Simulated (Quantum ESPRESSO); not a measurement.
# Al3Au (I4/mmm) in Quantum ESPRESSO: further runs

One crystal, Al3Au, is run at these levels: PBEsol, LDA; tasks: band structure, single point, equation of state.

Everything below comes from runs of Quantum ESPRESSO 7.5. Logs are shortened: lines on timing, memory, paths and dates and some standing lists are left out, and cuts for length are marked.

### 1 The crystal as given

The structure is tetragonal, space group I4/mmm (No. 139). The conventional cell has a = 4.051 Å, b = 4.051 Å, c = 8.113 Å, α = 90.00°, β = 90.00°, γ = 90.00°. Au (site symmetry 4/mmm) has 12 Al at 2.86 to 2.87 Å as nearest neighbours. Around Al (site symmetry 4/mmm) lie 4 Au at 2.86 Å and 8 Al at 2.87 Å. Al (site symmetry -4m2) is surrounded by 8 Al at 2.86 to 2.87 Å and 4 Au at 2.87 Å.

The cell comes from a database or a generator and needn't be the stable form of this composition.

### 2 Band structure, PBEsol

Input file pw.in:

```
&CONTROL
  calculation = 'scf'
  prefix = 'pwscf'
  outdir = './tmp'
  pseudo_dir = './pseudo'
  tprnfor = .true.
  tstress = .true.
  disk_io = 'low'
/
&SYSTEM
  ibrav = 0
  celldm(1) = 8
  nat = 4
  ntyp = 2
  ecutwfc = 45
  ecutrho = 360
  nbnd = 16
  occupations = 'smearing'
  smearing = 'fd'
  degauss = 0.00367493
/
&ELECTRONS
  conv_thr = 8d-10
  electron_maxstep = 120
  mixing_beta = 0.5
/
ATOMIC_SPECIES
Au   196.9666 au_pbesol_v1.uspp.F.UPF
Al    26.9815 al_pbesol_v1.uspp.F.UPF
CELL_PARAMETERS alat
 -0.4784155851458   0.4784155851458   0.9582328746446
  0.4784155851458  -0.4784155851458   0.9582328746446
  0.4784155851458   0.4784155851458  -0.9582328746446
ATOMIC_POSITIONS crystal
Au     0.0000000000    0.0000000000    0.0000000000
Al     0.5000000000    0.5000000000    0.0000000000
Al     0.2500000000    0.7500000000    0.5000000000
Al     0.7500000000    0.2500000000    0.5000000000
K_POINTS automatic
9 9 9 0 0 0
```

Input file bands.in:

```
&CONTROL
  calculation = 'bands'
  prefix = 'pwscf'
  outdir = './tmp'
  pseudo_dir = './pseudo'
  disk_io = 'low'
  verbosity = 'high'
/
&SYSTEM
  ibrav = 0
  celldm(1) = 8
  nat = 4
  ntyp = 2
  ecutwfc = 45
  ecutrho = 360
  nbnd = 16
  occupations = 'smearing'
  smearing = 'fd'
  degauss = 0.00367493
/
&ELECTRONS
  conv_thr = 1d-08
  electron_maxstep = 120
  mixing_beta = 0.5
  diago_full_acc = .true.
  startingwfc = 'random'
/
ATOMIC_SPECIES
Au   196.9666 au_pbesol_v1.uspp.F.UPF
Al    26.9815 al_pbesol_v1.uspp.F.UPF
CELL_PARAMETERS alat
 -0.4784155851458   0.4784155851458   0.9582328746446
  0.4784155851458  -0.4784155851458   0.9582328746446
  0.4784155851458   0.4784155851458  -0.9582328746446
ATOMIC_POSITIONS crystal
Au     0.0000000000    0.0000000000    0.0000000000
Al     0.5000000000    0.5000000000    0.0000000000
Al     0.2500000000    0.7500000000    0.5000000000
Al     0.7500000000    0.2500000000    0.5000000000
K_POINTS crystal
60
 0.0000000000  0.0000000000  0.0000000000 1
 0.0000000000  0.0000000000  0.0625000000 1
 0.0000000000  0.0000000000  0.1250000000 1
 0.0000000000  0.0000000000  0.1875000000 1
 0.0000000000  0.0000000000  0.2500000000 1
 0.0000000000  0.0000000000  0.3125000000 1
 0.0000000000  0.0000000000  0.3750000000 1
 0.0000000000  0.0000000000  0.4375000000 1
 0.0000000000  0.0000000000  0.5000000000 1
-0.1246345671  0.1246345671  0.5000000000 1
-0.1715552462  0.1715552462  0.4530793209 1
-0.2184759253  0.2184759253  0.4061586418 1
-0.2653966045  0.2653966045  0.3592379627 1
-0.3123172836  0.3123172836  0.3123172836 1
-0.2732776231  0.2732776231  0.2732776231 1
-0.2342379627  0.2342379627  0.2342379627 1
-0.1951983022  0.1951983022  0.1951983022 1
-0.1561586418  0.1561586418  0.1561586418 1
-0.1171189813  0.1171189813  0.1171189813 1
-0.0780793209  0.0780793209  0.0780793209 1
-0.0390396604  0.0390396604  0.0390396604 1
 0.0000000000  0.0000000000  0.0000000000 1
 0.0833333333  0.0833333333 -0.0833333333 1
 0.1666666667  0.1666666667 -0.1666666667 1
 0.2500000000  0.2500000000 -0.2500000000 1
 0.3333333333  0.3333333333 -0.3333333333 1
 0.4166666667  0.4166666667 -0.4166666667 1
 0.5000000000  0.5000000000 -0.5000000000 1
 0.4624634567  0.5375365433 -0.4624634567 1
 0.4249269134  0.5750730866 -0.4249269134 1
 0.3873903701  0.6126096299 -0.3873903701 1
 0.3498538269  0.6501461731 -0.3498538269 1
 0.3123172836  0.6876827164 -0.3123172836 1
 0.2082115224  0.6251218110 -0.2082115224 1
 0.1041057612  0.5625609055 -0.1041057612 1
 0.0000000000  0.5000000000  0.0000000000 1
 0.0357142857  0.4642857143  0.0357142857 1
 0.0714285714  0.4285714286  0.0714285714 1
 0.1071428571  0.3928571429  0.1071428571 1
 0.1428571429  0.3571428571  0.1428571429 1
 0.1785714286  0.3214285714  0.1785714286 1
 0.2142857143  0.2857142857  0.2142857143 1
 0.2500000000  0.2500000000  0.2500000000 1
 0.3125000000  0.3125000000  0.1563413582 1
 0.3750000000  0.3750000000  0.0626827164 1
 0.4375000000  0.4375000000 -0.0309759253 1
 0.5000000000  0.5000000000 -0.1246345671 1
 0.5000000000  0.5000000000 -0.1663418375 1
 0.5000000000  0.5000000000 -0.2080491078 1
 0.5000000000  0.5000000000 -0.2497563781 1
 0.5000000000  0.5000000000 -0.2914636484 1
 0.5000000000  0.5000000000 -0.3331709187 1
 0.5000000000  0.5000000000 -0.3748781890 1
 0.5000000000  0.5000000000 -0.4165854594 1
 0.5000000000  0.5000000000 -0.4582927297 1
 0.5000000000  0.5000000000 -0.5000000000 1
 0.0000000000  0.0000000000  0.5000000000 1
 0.0833333333  0.0833333333  0.4166666667 1
 0.1666666667  0.1666666667  0.3333333333 1
 0.2500000000  0.2500000000  0.2500000000 1
```

Potentials or basis: GBRV 1.5 PBEsol.

Command:

```console
$ OMP_NUM_THREADS=1 mpirun -n 2 pw.x -nk 2 -in pw.in > pw.out
$ OMP_NUM_THREADS=1 mpirun -n 2 pw.x -nk 2 -in bands.in > bands.out
```

pw.out:

```text
This program is part of the open-source Quantum ESPRESSO suite
     for quantum simulation of materials; please cite
         "P. Giannozzi et al., J. Phys.:Condens. Matter 21 395502 (2009);
         "P. Giannozzi et al., J. Phys.:Condens. Matter 29 465901 (2017);
         "P. Giannozzi et al., J. Chem. Phys. 152 154105 (2020);
     in publications or presentations arising from this work. More details at

     Message from routine setup:
     using ibrav=0 with symmetry is DISCOURAGED, use correct ibrav instead

     K-points division:     npool     =       2
     Subspace diagonalization in iterative solution of the eigenvalue problem:
     a serial algorithm will be used

     G-vector sticks info
     --------------------
     sticks:   dense  smooth     PW     G-vecs:    dense   smooth      PW
     Sum        2383    1187    375                51771    18341    3195

     Using Slab Decomposition

     bravais-lattice index     =            0
     lattice parameter (alat)  =       8.0000  a.u.
     unit-cell volume          =     449.1709 (a.u.)^3
     number of atoms/cell      =            4
     number of atomic types    =            2
     number of electrons       =        20.00
     number of Kohn-Sham states=           16
     kinetic-energy cutoff     =      45.0000  Ry
     charge density cutoff     =     360.0000  Ry
     scf convergence threshold =      8.0E-10
     mixing beta               =       0.5000
     number of iterations used =            8  plain     mixing
     Exchange-correlation= SLA  PW   PSX  PSC
                           (   1   4  10   8   0   0   0)

     celldm(1)=   8.000000  celldm(2)=   0.000000  celldm(3)=   0.000000
     celldm(4)=   0.000000  celldm(5)=   0.000000  celldm(6)=   0.000000

     crystal axes: (cart. coord. in units of alat)
               a(1) = (  -0.478416   0.478416   0.958233 )
               a(2) = (   0.478416  -0.478416   0.958233 )
               a(3) = (   0.478416   0.478416  -0.958233 )

     reciprocal axes: (cart. coord. in units 2 pi/alat)
               b(1) = (  0.000000  1.045116  0.521794 )
               b(2) = (  1.045116  0.000000  0.521794 )
               b(3) = (  1.045116  1.045116  0.000000 )

     PseudoPot. # 1 for Au read from file:
     au_pbesol_v1.uspp.F.UPF
     Pseudo is Ultrasoft + core correction, Zval = 11.0
     Generated by new atomic code, or converted to UPF format
     Using radial grid of  985 points,  7 beta functions with:
                l(1) =   0
                l(2) =   0
                l(3) =   1
                l(4) =   1
                l(5) =   2
                l(6) =   2
                l(7) =   3
     Q(r) pseudized with  6 coefficients,  rinner =    1.900   1.900   1.900
                                                       1.900   1.900   1.900
                                                       1.900

     PseudoPot. # 2 for Al read from file:
     al_pbesol_v1.uspp.F.UPF
     Pseudo is Ultrasoft + core correction, Zval =  3.0
     Generated by new atomic code, or converted to UPF format
     Using radial grid of  893 points,  3 beta functions with:
                l(1) =   0
                l(2) =   1
                l(3) =   2
     Q(r) pseudized with  8 coefficients,  rinner =    0.900   0.900   0.900
                                                       0.900   0.900

     atomic species   valence    mass     pseudopotential
     Au               11.00   196.96660     Au( 1.00)
     Al                3.00    26.98150     Al( 1.00)

     16 Sym. Ops., with inversion, found

   Cartesian axes

     site n.     atom                  positions (alat units)
         1        Au     tau(   1) = (   0.0000000   0.0000000   0.0000000  )
         2        Al     tau(   2) = (   0.0000000   0.0000000   0.9582329  )
         3        Al     tau(   3) = (   0.4784156   0.0000000   0.4791164  )
         4        Al     tau(   4) = (   0.0000000   0.4784156   0.4791164  )

     number of k points=    75  Fermi-Dirac smearing, width (Ry)=  0.0037
                       cart. coord. in units 2pi/alat
        k(    1) = (   0.0000000   0.0000000   0.0000000), wk =   0.0027435
        k(    2) = (   0.1161241   0.1161241   0.0000000), wk =   0.0109739
        k(    3) = (   0.2322481   0.2322481   0.0000000), wk =   0.0109739
        k(    4) = (   0.3483722   0.3483722   0.0000000), wk =   0.0109739
        k(    5) = (   0.4644962   0.4644962   0.0000000), wk =   0.0109739
        k(    6) = (   0.1161241   0.0000000   0.0579771), wk =   0.0219479
[... 67 lines left out ...]
        k(   74) = (  -0.0000000  -0.0000000   0.4638167), wk =   0.0054870
        k(   75) = (   0.0000000   0.9289924  -0.0000000), wk =   0.0109739

     Dense  grid:    51771 G-vectors     FFT dimensions: (  60,  60,  60)

     Smooth grid:    18341 G-vectors     FFT dimensions: (  45,  45,  45)

     Initial potential from superposition of free atoms

     starting charge      19.9928, renormalised to      20.0000
     Starting wfcs are   21 randomized atomic wfcs

     Self-consistent Calculation

     iteration #  1     ecut=    45.00 Ry     beta= 0.50
     Davidson diagonalization with overlap
     ethr =  1.00E-02,  avg # of iterations =  3.7

     total energy              =    -134.54896032 Ry
     estimated scf accuracy    <       0.50342407 Ry

     iteration #  2     ecut=    45.00 Ry     beta= 0.50
     Davidson diagonalization with overlap
     ethr =  2.52E-03,  avg # of iterations =  2.1
[... 57 lines left out ...]
     total energy              =    -134.78119628 Ry
     estimated scf accuracy    <       0.00000002 Ry

     iteration # 11     ecut=    45.00 Ry     beta= 0.50
     Davidson diagonalization with overlap
     ethr =  6.66E-11,  avg # of iterations =  2.0

     End of self-consistent calculation

          k = 0.0000 0.0000 0.0000 (  2245 PWs)   bands (ev):

    -1.0583   4.1228   4.1861   4.3890   4.3890   4.8973   7.5600  10.2264
    10.2264  10.5513  10.8836  11.0101  11.0101  11.0683  12.3593  13.6130

          k = 0.1161 0.1161 0.0000 (  2271 PWs)   bands (ev):

    -0.8204   4.1782   4.2388   4.2729   4.3144   4.7632   7.9327   9.2043
     9.2446   9.6147   9.7943  10.6892  12.6239  13.1345  13.8870  13.9804
[... 358 lines left out ...]
     0.7720   1.7462   3.8905   4.8204   4.8204   4.8845   4.9474   7.7004
     7.7004   9.8296  11.1509  15.2066  15.3909  15.3909  16.2776  16.9873

          k = 0.0000 0.9290-0.0000 (  2306 PWs)   bands (ev):

     1.2573   1.4335   3.8617   4.7889   4.8368   4.8621   4.8681   6.8888
     7.8464  10.3313  11.7372  14.6754  15.3043  15.5731  15.9330  16.0450

     the Fermi energy is    10.1877 ev

!    total energy              =    -134.78119628 Ry
     estimated scf accuracy    <          1.3E-10 Ry
     smearing contrib. (-TS)   =      -0.00084261 Ry
     internal energy E=F+TS    =    -134.78035367 Ry

     The total energy is F=E-TS. E is the sum of the following terms:
     one-electron contribution =      -4.40612782 Ry
     hartree contribution      =      18.55461095 Ry
     xc contribution           =     -74.68189545 Ry
     ewald contribution        =     -74.24694135 Ry

     convergence has been achieved in  11 iterations

     Forces acting on atoms (cartesian axes, Ry/au):

     atom    1 type  1   force =     0.00000000    0.00000000    0.00000000
     atom    2 type  2   force =     0.00000000    0.00000000    0.00000000
     atom    3 type  2   force =     0.00000000    0.00000000    0.00000000
     atom    4 type  2   force =    -0.00000000   -0.00000000    0.00000000

     Total force =     0.000000     Total SCF correction =     0.000000

     Computing stress (Cartesian axis) and pressure

          total   stress  (Ry/bohr**3)                   (kbar)     P=      -27.70
  -0.00017773  -0.00000000   0.00000000          -26.15       -0.00        0.00
  -0.00000000  -0.00017773   0.00000000           -0.00      -26.15        0.00
  -0.00000000   0.00000000  -0.00020940           -0.00        0.00      -30.80

=------------------------------------------------------------------------------=
   JOB DONE.
=------------------------------------------------------------------------------=
```

Run time: 1.7 min. Hardware: 2 MPI ranks of Arm Neoverse V1, shared host; peak memory 0.5 GiB.

What came out:

```
Free energy            : -1833.7916 eV
Pressure               : -2.8 GPa
Band gap on the k mesh : none (metal or under the smearing width)
```

Levels at the corners of the path, in eV from the Fermi level:
```
point  band 7  band 8  band 9  band 10  band 11  band 12  band 13  band 14
    Γ   -2.63    0.04    0.04     0.36     0.70     0.82     0.82     0.88
    X   -4.54   -4.46   -4.01    -2.15    -1.57     2.12     2.94     3.43
    Y   -4.66   -4.61   -3.81    -0.77    -0.39     2.68     3.25     3.51
    S   -4.94   -4.75   -0.73     0.80     1.42     2.67     2.82     4.95
    Γ   -2.63    0.04    0.04     0.36     0.70     0.82     0.82     0.88
    Z   -5.24   -2.54   -2.54    -0.36     0.97     5.10     5.62     5.62
   S1   -4.94   -4.75   -0.73     0.80     1.42     2.67     2.82     4.95
    N   -4.83   -3.52   -1.79     0.41     1.27     1.54     2.89     4.53
    P   -4.88   -4.60   -3.73    -1.40    -0.18     0.04     0.04     7.21
   Y1   -4.66   -4.61   -3.81    -0.77    -0.39     2.68     3.25     3.51
    Z   -5.24   -2.54   -2.54    -0.36     0.97     5.10     5.62     5.62
    X   -4.54   -4.46   -4.01    -2.15    -1.57     2.12     2.94     3.43
    P   -4.88   -4.60   -3.73    -1.40    -0.18     0.04     0.04     7.21
```

Caveat: spin-orbit coupling is left out, which moves the levels of the heavy elements.

[end of part 1 of 2]
